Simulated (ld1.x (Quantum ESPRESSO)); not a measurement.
# Pseudopotential generation for Cu: TM, PBE

Aim: build the potential from the settings below, then test how well it stands in for the atom: other configurations, scattering, ghost states and the plane-wave cutoff that it needs.

Method: ld1.x (Quantum ESPRESSO) 7.5, PBE, scalar-relativistic.

## Step 1: Settings

Typed settings, in words:

* element: copper (Cu, Z = 29)
* type: norm-conserving Troullier–Martins (Kleinman–Bylander form)
* frozen core: [Ne]
* valence charge: 19
* reference configuration: 3s2 3p6 3d10 4s1 4p0
* partial waves: 3s (bound): rc 0.90 bohr; 3p (bound): rc 0.70 bohr; 3d (bound): rc 1.40 bohr
* occupied shells without a wave: 4s
* local potential: all-electron potential smoothed inside 1.10 bohr (lloc = -1)
* core correction: a·sin(br)/r model core, default radius (core density twice the valence density)

The outer shells as boxes (Hund's rule for the drawing; the calculation is spin-unpolarised):

```
[Ne] core
3s [↑↓]
3p [↑↓][↑↓][↑↓]
3d [↑↓][↑↓][↑↓][↑↓][↑↓]
4s [↑ ]
4p [  ][  ][  ]
```

An earlier all-electron run gives the scale for the radii.

All-electron outer shells of the reference configuration (PBE, scalar-relativistic, ld1.x):

| shell | level (eV) | outermost node (bohr) | outermost maximum (bohr) |
| --- | --- | --- | --- |
| 2s | -1062.47 | 0.07 | 0.20 |
| 2p | -916.98 | – | 0.16 |
| 3s | -114.70 | 0.29 | 0.61 |
| 3p | -72.14 | 0.26 | 0.62 |
| 3d | -5.04 | – | 0.60 |
| 4s | -4.61 | 0.89 | 2.27 |
| 4p | -0.70 | 0.97 | 3.65 |

## Step 2: The generation run

Cu.in

```
 &input
   title='Cu', zed=29., rel=1, dft='PBE', iswitch=3,
   config='[Ar] 3d10 4s1 4p0',
   nld=3, rlderiv=1.55, eminld=-10.0, emaxld=5.0, deld=0.04
 /
 &inputp
   pseudotype=2, tm=.true., lloc=-1, rcloc=1.10,
   nlcc=.true.,
   file_pseudopw='Cu.UPF', file_wfcaegen='ae.wfc', file_wfcncgen='nc.wfc', file_beta='beta', file_chi='chi'
 /
3
3S  1  0   2.00   0.00  0.90  0.90  0.0
3P  2  1   6.00   0.00  0.70  0.70  0.0
3D  3  2  10.00   0.00  1.40  1.40  0.0
 &test
   configts(1)='3s2 3p6 3d10 4s1 4p0'
 /
```

Command:

```bash
$ ld1.x < Cu.in > Cu.out
```

What the program wrote to Cu.out (without the banner and most projector matrices):

```text
     Program LD1 v.7.5
     --------------------------- All-electron run ----------------------------

     Cu
     scalar relativistic calculation

     atomic number is 29.00
     dft =PBE   lsd =0 sic =0 latt =0  beta=0.20 tr2=1.0E-14
     Exchange-correlation= PBE
                           (   1   4   3   4   0   0   0)
     mesh =1199 r(mesh) = 100.25372 a.u. xmin = -7.00 dx = 0.01250
     1 Ry =  13.60569312 eV, c = 137.03599908

     n l     nl                  e(Ry)          e(Ha)          e(eV)
     1 0     1S 1( 2.00)      -650.5489      -325.2745     -8851.1694
     2 0     2S 1( 2.00)       -78.0904       -39.0452     -1062.4738
     2 1     2P 1( 6.00)       -67.3965       -33.6983      -916.9763
     3 0     3S 1( 2.00)        -8.4305        -4.2153      -114.7030
     3 1     3P 1( 6.00)        -5.3024        -2.6512       -72.1430
     3 2     3D 1(10.00)        -0.3703        -0.1851        -5.0378
     4 0     4S 1( 1.00)        -0.3388        -0.1694        -4.6093
     4 1     4P 1( 0.00)        -0.0512        -0.0256        -0.6967

     final scf error:  5.3E-15 reached in  32 iterations

     Etot =   -3309.701531 Ry,   -1654.850765 Ha,  -45030.783357 eV

     Ekin =    3358.932341 Ry,    1679.466170 Ha,   45700.602648 eV
     Encl =   -7969.314771 Ry,   -3984.657386 Ha, -108428.051175 eV
     Eh   =    1435.751702 Ry,     717.875851 Ha,   19534.397054 eV
     Exc  =    -135.070802 Ry,     -67.535401 Ha,   -1837.731883 eV

     normalization and overlap integrals

     s(1S/1S) =  1.000000  <r> =   0.0521  <r2> =    0.0037  r(max) =   0.0341
     s(2S/2S) =  1.000000  <r> =   0.2352  <r2> =    0.0653  r(max) =   0.1960
     s(2P/2P) =  1.000000  <r> =   0.2064  <r2> =    0.0523  r(max) =   0.1585
     s(3S/3S) =  1.000000  <r> =   0.7119  <r2> =    0.5863  r(max) =   0.6112
     s(3P/3P) =  1.000000  <r> =   0.7494  <r2> =    0.6650  r(max) =   0.6189
     s(3D/3D) =  1.000000  <r> =   1.0474  <r2> =    1.5756  r(max) =   0.6036
     s(4S/4S) =  1.000000  <r> =   2.9362  <r2> =   10.2155  r(max) =   2.2710
     s(4P/4P) =  1.000000  <r> =   5.1791  <r2> =   33.4210  r(max) =   3.6517

     ------------------------ End of All-electron run ------------------------

     --------------------- Generating NC pseudopotential ---------------------

      Generating local potential from pseudized AE potential:
      Matching radius rcloc =   1.1000

      Local pseudo, rcloc= 1.114 Estimated cut-off energy=    20.21 Ry

      Computing core charge for nlcc:

       r > 0.33 : true rho core
       r < 0.33 : rho core = a sin(br)/r    a=  75.30  b=   7.97

      Integrated core pseudo-charge :   5.27

      Wfc   3S  rcut= 0.889  Using Troullier-Martins method

      Wfc   3P  rcut= 0.693  Using Troullier-Martins method

      Wfc   3D  rcut= 1.395  Using Troullier-Martins method

     ------------------- End of pseudopotential generation -------------------

     [... the all-electron block is printed once more ...]


     Computing logarithmic derivative in   1.55111
     Computing logarithmic derivative in   1.55111
     Computing the partial wave expansion
     R is outside the sphere for l=    0 j= 0.00
     R is outside the sphere for l=    1 j= 0.00
     R is outside the sphere for l=    2 j= 0.00

     ---------------------- Testing the pseudopotential ----------------------

     Cu
     scalar relativistic calculation

     atomic number is 29.00   valence charge is 19.00
     dft =PBE   lsd =0 sic =0 latt =0  beta=0.20 tr2=1.0E-14
     mesh =1199 r(mesh) = 100.25372 xmin = -7.00 dx = 0.01250

     n l     nl             e AE (Ry)        e PS (Ry)    De AE-PS (Ry)
     1 0     3S   1( 2.00)       -8.43051       -8.43060        0.00009
     2 1     3P   1( 6.00)       -5.30241       -5.30264        0.00023
     3 2     3D   1(10.00)       -0.37027       -0.37027        0.00000
     2 0     4S   1( 1.00)       -0.33878       -0.32639       -0.01239  !
     3 1     4P   1( 0.00)       -0.05121       -0.05096       -0.00025

     eps = 4.5E-15  iter = 15

     Etot =   -3309.701531 Ry,   -1654.850765 Ha,  -45030.783357 eV
     Etotps =  -404.096866 Ry,    -202.048433 Ha,   -5498.017955 eV

     Ekin =     208.413997 Ry,     104.206998 Ha,    2835.616883 eV
     Encl =    -836.141133 Ry,    -418.070566 Ha,  -11376.279658 eV
     Ehrt =     343.540414 Ry,     171.770207 Ha,    4674.105442 eV
     Ecxc =     -58.093466 Ry,     -29.046733 Ha,    -790.401870 eV
     (Ecc =     -18.424104 Ry,      -9.212052 Ha,    -250.672711 eV)
     Epseu=     -61.816678 Ry,     -30.908339 Ha,    -841.058752 eV

     ---------------------- End of pseudopotential test ----------------------
```

Wall time 1.3 s (1 thread, shared host). (Generation and the later configuration tests together.)

All-electron and pseudo partial waves u(r) = r·R(r), from the program's wave files:

| r (bohr) | 3p AE | 3p PS | 3s AE | 3s PS |
| --- | --- | --- | --- | --- |
| 0.070 | -0.4815 | 0.0371 | -0.0317 | 0.1426 |
| 0.140 | -0.6400 | 0.1451 | -0.6726 | 0.2897 |
| 0.210 | -0.3339 | 0.3135 | -0.5609 | 0.4456 |
| 0.280 | 0.1371 | 0.5248 | -0.0637 | 0.6133 |
| 0.350 | 0.5773 | 0.7531 | 0.4758 | 0.7913 |
| 0.420 | 0.9085 | 0.9657 | 0.9000 | 0.9700 |
| 0.490 | 1.1176 | 1.1290 | 1.1691 | 1.1294 |
| 0.560 | 1.2211 | 1.2220 | 1.2985 | 1.2431 |
| 0.630 | 1.2440 | 1.2440 | 1.3216 | 1.2888 |
| 0.700 | 1.2117 | 1.2117 | 1.2736 | 1.2628 |
| 0.770 | 1.1443 | 1.1443 | 1.1826 | 1.1811 |
| 0.840 | 1.0574 | 1.0574 | 1.0698 | 1.0697 |
| 0.910 | 0.9615 | 0.9615 | 0.9493 | 0.9493 |
| 0.980 | 0.8639 | 0.8639 | 0.8304 | 0.8304 |
| 1.050 | 0.7690 | 0.7690 | 0.7183 | 0.7183 |
| 1.120 | 0.6798 | 0.6798 | 0.6160 | 0.6160 |
| 1.190 | 0.5975 | 0.5975 | 0.5246 | 0.5246 |
| 1.260 | 0.5227 | 0.5227 | 0.4443 | 0.4443 |
| 1.330 | 0.4557 | 0.4557 | 0.3746 | 0.3746 |
| 1.400 | 0.3961 | 0.3961 | 0.3146 | 0.3146 |
| 1.470 | 0.3434 | 0.3434 | 0.2634 | 0.2634 |
| 1.540 | 0.2971 | 0.2971 | 0.2199 | 0.2199 |
| 1.610 | 0.2567 | 0.2567 | 0.1833 | 0.1833 |
| 1.680 | 0.2213 | 0.2213 | 0.1524 | 0.1524 |
| 1.750 | 0.1907 | 0.1907 | 0.1265 | 0.1265 |
| 1.820 | 0.1641 | 0.1641 | 0.1049 | 0.1049 |

## Step 3: Transferability test

Cu.test.in

```
 &input
   title='Cu', zed=29., rel=1, dft='PBE', iswitch=2,
   config='[Ar] 3d10 4s1 4p0'
 /
 &test
   file_pseudo='Cu.UPF', nconf=8,
   configts(1)='3s2 3p6 3d10 4s1 4p0',
   configts(2)='3s2 3p6 3d10 4s0 4p0',
   configts(3)='3s2 3p6 3d9 4s0 4p0',
   configts(4)='3s2 3p6 3d8 4s0 4p0',
   configts(5)='3s2 3p6 3d9 4s1 4p1',
   configts(6)='3s2 3p6 3d10 4s0 4p1',
   configts(7)='3s2 3p5 3d10 4s1 4p0',
   configts(8)='3s2 3p6 3d9 4s2 4p0'
 /
```

Command:

```bash
$ ld1.x < Cu.test.in > Cu.test.out
```

Cu.test.out, the pseudopotential blocks:

```text
     ---------------------- Testing the pseudopotential ----------------------

     Cu
     scalar relativistic calculation

     atomic number is 29.00   valence charge is 19.00
     dft =PBE   lsd =0 sic =0 latt =0  beta=0.20 tr2=1.0E-14
     mesh =1199 r(mesh) = 100.25372 xmin = -7.00 dx = 0.01250

     n l     nl             e AE (Ry)        e PS (Ry)    De AE-PS (Ry)
     1 0     3S   1( 2.00)       -8.43051       -8.43060        0.00009
     2 1     3P   1( 6.00)       -5.30241       -5.30264        0.00023
     3 2     3D   1(10.00)       -0.37027       -0.37027        0.00000
     2 0     4S   1( 1.00)       -0.33878       -0.32639       -0.01239  !
     3 1     4P   1( 0.00)       -0.05121       -0.05096       -0.00025

     eps = 4.7E-15  iter = 16

     Etot =   -3309.701531 Ry,   -1654.850765 Ha,  -45030.783357 eV
     Etotps =  -404.096867 Ry,    -202.048433 Ha,   -5498.017962 eV

     Ekin =     208.413996 Ry,     104.206998 Ha,    2835.616876 eV
     Encl =    -836.141133 Ry,    -418.070566 Ha,  -11376.279661 eV
     Ehrt =     343.540414 Ry,     171.770207 Ha,    4674.105445 eV
     Ecxc =     -58.093466 Ry,     -29.046733 Ha,    -790.401870 eV
     (Ecc =     -18.424104 Ry,      -9.212052 Ha,    -250.672711 eV)
     Epseu=     -61.816678 Ry,     -30.908339 Ha,    -841.058751 eV

     ---------------------- End of pseudopotential test ----------------------

     ---------------------- Testing the pseudopotential ----------------------

     Cu
     [...]
     n l     nl             e AE (Ry)        e PS (Ry)    De AE-PS (Ry)
     1 0     3S   1( 2.00)       -9.06400       -9.06258       -0.00142
     2 1     3P   1( 6.00)       -5.93825       -5.93663       -0.00163
     3 2     3D   1(10.00)       -1.00387       -1.00449        0.00062
     2 0     4S   1( 0.00)       -0.87409       -0.86690       -0.00719  !
     3 1     4P   1( 0.00)       -0.48142       -0.49649        0.01507  !

     eps = 1.4E-15  iter = 10

     Etot =   -3309.102669 Ry,   -1654.551334 Ha,  -45022.635421 eV
     Etotps =  -403.507754 Ry,    -201.753877 Ha,   -5490.002672 eV
     dEtot_ae =       0.598862 Ry
     dEtot_ps =       0.589113 Ry,   Delta E=       0.009749 Ry

     [...]
     ---------------------- End of pseudopotential test ----------------------

     ---------------------- Testing the pseudopotential ----------------------

     Cu
     [...]
     n l     nl             e AE (Ry)        e PS (Ry)    De AE-PS (Ry)
     1 0     3S   1( 2.00)      -10.31083      -10.31285        0.00203
     2 1     3P   1( 6.00)       -7.17487       -7.17693        0.00205
     3 2     3D   1( 9.00)       -2.17762       -2.17873        0.00111
     2 0     4S   1( 0.00)       -1.64243       -1.63230       -0.01013  !
     3 1     4P   1( 0.00)       -1.12816       -1.15141        0.02325  !

     eps = 4.6E-16  iter = 10

     Etot =   -3307.534761 Ry,   -1653.767381 Ha,  -45001.302955 eV
     Etotps =  -401.938659 Ry,    -200.969330 Ha,   -5468.654052 eV
     dEtot_ae =       2.166770 Ry
     dEtot_ps =       2.158208 Ry,   Delta E=       0.008562 Ry

     [...]
     ---------------------- End of pseudopotential test ----------------------

     ---------------------- Testing the pseudopotential ----------------------

     Cu
     [...]
     n l     nl             e AE (Ry)        e PS (Ry)    De AE-PS (Ry)
     1 0     3S   1( 2.00)      -11.81043      -11.81723        0.00680  !
     2 1     3P   1( 6.00)       -8.65850       -8.66548        0.00698  !
     3 2     3D   1( 8.00)       -3.59499       -3.59156       -0.00343
     2 0     4S   1( 0.00)       -2.53770       -2.52049       -0.01721  !
     3 1     4P   1( 0.00)       -1.91536       -1.94499        0.02963  !

     eps = 3.9E-16  iter =  9

     Etot =   -3304.666857 Ry,   -1652.333428 Ha,  -44962.283127 eV
     Etotps =  -399.071024 Ry,    -199.535512 Ha,   -5429.637891 eV
     dEtot_ae =       5.034674 Ry
     dEtot_ps =       5.025843 Ry,   Delta E=       0.008832 Ry

     [...]
     ---------------------- End of pseudopotential test ----------------------

     ---------------------- Testing the pseudopotential ----------------------

     Cu
     [...]
     n l     nl             e AE (Ry)        e PS (Ry)    De AE-PS (Ry)
     1 0     3S   1( 2.00)       -8.97493       -8.97665        0.00171
     2 1     3P   1( 6.00)       -5.83772       -5.83989        0.00217
     3 2     3D   1( 9.00)       -0.85163       -0.84969       -0.00194
     2 0     4S   1( 1.00)       -0.52491       -0.50294       -0.02197  !
     3 1     4P   1( 1.00)       -0.15499       -0.14800       -0.00699  !

     eps = 6.6E-15  iter = 13

     Etot =   -3309.200967 Ry,   -1654.600483 Ha,  -45023.972836 eV
     Etotps =  -403.593340 Ry,    -201.796670 Ha,   -5491.167130 eV
     dEtot_ae =       0.500564 Ry
     dEtot_ps =       0.503527 Ry,   Delta E=      -0.002963 Ry

     [...]
     ---------------------- End of pseudopotential test ----------------------

     ---------------------- Testing the pseudopotential ----------------------

     Cu
     [...]
     n l     nl             e AE (Ry)        e PS (Ry)    De AE-PS (Ry)
     1 0     3S   1( 2.00)       -8.58689       -8.57641       -0.01049  !
     2 1     3P   1( 6.00)       -5.46003       -5.44954       -0.01049  !
     3 2     3D   1(10.00)       -0.52571       -0.51671       -0.00899  !
     2 0     4S   1( 0.00)       -0.44612       -0.42758       -0.01854  !
     3 1     4P   1( 1.00)       -0.12603       -0.11933       -0.00670  !

     eps = 1.0E-14  iter = 12

     Etot =   -3309.397502 Ry,   -1654.698751 Ha,  -45026.646835 eV
     Etotps =  -403.804382 Ry,    -201.902191 Ha,   -5494.038501 eV
     dEtot_ae =       0.304029 Ry
     dEtot_ps =       0.292485 Ry,   Delta E=       0.011544 Ry

     [...]
     ---------------------- End of pseudopotential test ----------------------

     ---------------------- Testing the pseudopotential ----------------------

     Cu
     [...]
     n l     nl             e AE (Ry)        e PS (Ry)    De AE-PS (Ry)
     1 0     3S   1( 2.00)       -9.58993       -9.61595        0.02602  !
     2 1     3P   1( 5.00)       -6.45223       -6.47243        0.02019  !
     3 2     3D   1(10.00)       -1.44585       -1.45676        0.01091  !
     2 0     4S   1( 1.00)       -1.00631       -0.99120       -0.01511  !
     3 1     4P   1( 0.00)       -0.56762       -0.57528        0.00766  !

     eps = 2.8E-15  iter = 11

     Etot =   -3303.855838 Ry,   -1651.927919 Ha,  -44951.248655 eV
     Etotps =  -398.239632 Ry,    -199.119816 Ha,   -5418.326217 eV
     dEtot_ae =       5.845693 Ry
     dEtot_ps =       5.857235 Ry,   Delta E=      -0.011542 Ry

     [...]
     ---------------------- End of pseudopotential test ----------------------

     ---------------------- Testing the pseudopotential ----------------------

     Cu
     [...]
     n l     nl             e AE (Ry)        e PS (Ry)    De AE-PS (Ry)
     1 0     3S   1( 2.00)       -8.81962       -8.83150        0.01187  !
     2 1     3P   1( 6.00)       -5.68196       -5.69434        0.01239  !
     3 2     3D   1( 9.00)       -0.69958       -0.70640        0.00682  !
     2 0     4S   1( 2.00)       -0.42717       -0.41105       -0.01612  !
     3 1     4P   1( 0.00)       -0.08609       -0.08440       -0.00169

     eps = 9.6E-15  iter = 15

     Etot =   -3309.556741 Ry,   -1654.778371 Ha,  -45028.813395 eV
     Etotps =  -403.934743 Ry,    -201.967371 Ha,   -5495.812151 eV
     dEtot_ae =       0.144790 Ry
     dEtot_ps =       0.162124 Ry,   Delta E=      -0.017335 Ry

     [...]
     ---------------------- End of pseudopotential test ----------------------
```

Energies count from the reference configuration 3s2 3p6 3d10 4s1 4p0; the error is all-electron less pseudo.

```tsv
valence configuration	charge	ΔE all-electron (eV)	error AE − PS (meV)
3s2 3p6 3d10 4s0 4p0	+1	8.148	+133
3s2 3p6 3d9 4s0 4p0	+2	29.480	+116
3s2 3p6 3d8 4s0 4p0	+3	68.500	+120
3s2 3p6 3d9 4s1 4p1	0	6.811	-40
3s2 3p6 3d10 4s0 4p1	0	4.137	+157
3s2 3p5 3d10 4s1 4p0	+1	79.535	-157
3s2 3p6 3d9 4s2 4p0	0	1.970	-236
```

## Step 4: Scattering by logarithmic derivatives

Taken from the files of the generation run. The phase is arctan(r·u′/u) with u = r·R, unwrapped, with energies in Ry. A pole is an energy at which the radial function vanishes at the test radius. The pseudo phase is shifted by a multiple of π to meet the all-electron one at the reference energy. Levels narrower than the energy grid can be missing from the poles. The last column is the largest difference on the grid between −1 and +1 Ry.

| channel | radius (bohr) | reference (Ry) | poles AE | poles PS | window around the reference with phases within 0.05 rad (Ry) | largest difference near zero (rad) |
| --- | --- | --- | --- | --- | --- | --- |
| s | 1.55 | -8.43 | -8.18 | -8.17 | below 0.3 | 0.075 |
| p | 1.55 | -5.30 | -4.90 | -4.90 | the whole range | 0.003 |
| d | 1.55 | -0.37 | 0.51 | 0.53 | below 3.8 | 0.006 |

Phases (rad) along the scan:

| E (Ry) | s AE | s PS | d AE | d PS |
| --- | --- | --- | --- | --- |
| -10.00 | 1.282 | 1.282 | 1.372 | 1.372 |
| -9.52 | 1.232 | 1.232 | 1.367 | 1.367 |
| -9.04 | 1.076 | 1.077 | 1.362 | 1.362 |
| -8.56 | -0.899 | -0.900 | 1.356 | 1.357 |
| -8.08 | -1.610 | -1.609 | 1.350 | 1.350 |
| -7.60 | -1.704 | -1.704 | 1.343 | 1.344 |
| -7.12 | -1.745 | -1.745 | 1.336 | 1.336 |
| -6.64 | -1.772 | -1.771 | 1.327 | 1.328 |
| -6.16 | -1.792 | -1.791 | 1.318 | 1.319 |
| -5.68 | -1.810 | -1.809 | 1.308 | 1.308 |
| -5.20 | -1.828 | -1.826 | 1.296 | 1.296 |
| -4.72 | -1.846 | -1.844 | 1.281 | 1.282 |
| -4.24 | -1.865 | -1.862 | 1.264 | 1.265 |
| -3.76 | -1.885 | -1.882 | 1.243 | 1.244 |
| -3.28 | -1.909 | -1.905 | 1.216 | 1.218 |
| -2.80 | -1.936 | -1.930 | 1.179 | 1.182 |
| -2.32 | -1.968 | -1.960 | 1.126 | 1.129 |
| -1.84 | -2.006 | -1.996 | 1.038 | 1.042 |
| -1.36 | -2.053 | -2.040 | 0.860 | 0.865 |
| -0.88 | -2.112 | -2.094 | 0.344 | 0.349 |
| -0.40 | -2.190 | -2.164 | -0.845 | -0.845 |
| 0.08 | -2.296 | -2.256 | -1.392 | -1.390 |
| 0.56 | -2.442 | -2.382 | -1.584 | -1.580 |
| 1.04 | -2.650 | -2.557 | -1.684 | -1.677 |
| 1.52 | -2.935 | -2.799 | -1.753 | -1.743 |
| 2.00 | -3.283 | -3.111 | -1.810 | -1.796 |
| 2.48 | -3.623 | -3.449 | -1.863 | -1.845 |
| 2.96 | -3.895 | -3.748 | -1.919 | -1.894 |
| 3.44 | -4.091 | -3.976 | -1.984 | -1.948 |
| 3.92 | -4.229 | -4.139 | -2.064 | -2.010 |
| 4.40 | -4.329 | -4.257 | -2.169 | -2.088 |
| 4.88 | -4.403 | -4.344 | -2.317 | -2.188 |

## Step 5: Plane-wave convergence, by spherical Bessel functions

This step uses the generator's waves and projectors in a separate script. Basis: spherical Bessel functions vanishing at 20 bohr, q² up to the cutoff; potential fixed at the reference.

All-electron valence levels (Ry): 3s -8.4305, 4s -0.3388, 3p -5.3024, 4p -0.0512, 3d -0.3703. The lowest levels of each channel (Ry) by cutoff; the last column sums, over occupied levels, occupation times the distance from the level at 400 Ry. A positive value at high cutoff is not a bound level.

| cutoff (Ry) | s #1 | s #2 | p #1 | p #2 | d #1 | f #1 | Σ f·Δε (mRy) |
| --- | --- | --- | --- | --- | --- | --- | --- |
| 8 | -6.7080 | -0.2202 | -1.1471 | 0.0050 | 0.0630 | 0.1122 | 32815.9 |
| 25 | -7.7853 | -0.2774 | -3.9329 | -0.0307 | 0.0628 | 0.1122 | 13887.0 |
| 50 | -8.1754 | -0.3064 | -5.1556 | -0.0483 | 0.0618 | 0.1122 | 5731.8 |
| 100 | -8.4111 | -0.3249 | -5.2796 | -0.0506 | -0.3404 | 0.1122 | 475.7 |
| 180 | -8.4261 | -0.3261 | -5.3002 | -0.0508 | -0.3699 | 0.1122 | 25.9 |
| 230 | -8.4298 | -0.3263 | -5.3020 | -0.0508 | -0.3701 | 0.1122 | 5.4 |
| 400 | -8.4305 | -0.3264 | -5.3025 | -0.0509 | -0.3702 | 0.1122 | 0.0 |

The sum stays within 10 mRy from 230 Ry and within 1 mRy only somewhere over 300 Ry. The sum leaves out empty levels, which can need more. Ghost test: no level below the all-electron spectrum of its channel (s, p, d, f tested).

## Step 6: What came out

```
                                                quantity                              value
               cutoffs for 10 and 1 mRy, occupied levels             230 Ry and over 300 Ry
                                            bound ghosts                         none found
                       largest miss of a reference level                       169 meV (4s)
                            largest test error (AE − PS)  -236 meV, for 3s2 3p6 3d9 4s2 4p0
largest phase difference near zero energy, channels read                          0.075 rad
```

**Reading.** Already in the reference configuration the 4s level is off by 169 meV; it has no partial wave or projector of its own. The worst unpolarised test, 3s2 3p6 3d9 4s2 4p0, is off by 236 meV on 2.0 eV; by total energies transferability rates as poor. By its cutoff, 230 Ry for the looser tolerance, it is very hard. The tighter tolerance needs over 300 Ry, and converged work needs a cutoff nearer that. The Bessel-basis test finds no level below the valence levels. Of the channels read, s scatters worst near zero energy, by up to 0.07 rad. All of this concerns the isolated atom, not yet a solid.
